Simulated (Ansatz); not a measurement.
Working through a phonon calculation by linear response of TaN, space group P-6m2

Computed with the Python package of Ansatz (0.2.0).

Input file `tan.xyz`:
```text
2
Lattice="2.938 0.0 0.0 -1.469 2.54438264 0.0 0.0 0.0 2.883" Properties=species:S:1:pos:R:3 pbc="T T T"
Ta   -0.00000000    1.69625509    1.44150000
N     0.00000000    0.00000000    0.00000000
```

Notebook, run cell by cell (the value of a cell's last expression is shown):

**Cell 1**
```python
from pathlib import Path
import warnings

import ansatz as az
import numpy as np
```

**Cell 2**
```python
warnings.simplefilter("ignore", az.DeckWarning)
```

**Cell 3**
```python
cell = az.Crystal.from_extxyz("tan.xyz")
```

**Cell 4**
```python
model = (
    cell.calculation()
    .occupations("Fermi-Dirac", width=50 * az.meV)
    .functional("pbesol")
    .kpoints(12, 12, 10)
    .phonons("dfpt")
)
out = model.run(threads=1, runs_dir="runs")
ph = out.phonons
```

**Cell 5**
```python
print("Gamma modes (1/cm):", " ".join(f"{w:.1f}" for w in ph.gamma_omega_inv_cm))
print("in meV:", " ".join(f"{w * 0.1239842:.2f}" for w in ph.gamma_omega_inv_cm))
```
Output:
```text
Gamma modes (1/cm): 0.0 0.0 0.0 520.9 520.9 538.6
in meV: 0.00 0.00 0.00 64.58 64.58 66.77
```

Caveats:
- The run is spin-unpolarised.
- The cell isn't relaxed first, so the values belong to this volume.
- For a metal this k-point mesh is coarse: on a finer one energies can move by several to tens of meV an atom and pressures by half a GPa or more, differences at one mesh by less.
- Spin-orbit coupling, which matters for elements this heavy, is left out.
- The starting cell is as deposited in a crystallographic database; the results hold for this polymorph, which needn't be the stable one.
- The structure is taken as given; imaginary modes can come from an unrelaxed or unstable start. Phonons of metals also depend on mesh and smearing.
- Wall time of the script: 23 s on 1 thread of Arm Neoverse V2, with other jobs on the host, peak memory 0.57 GiB.
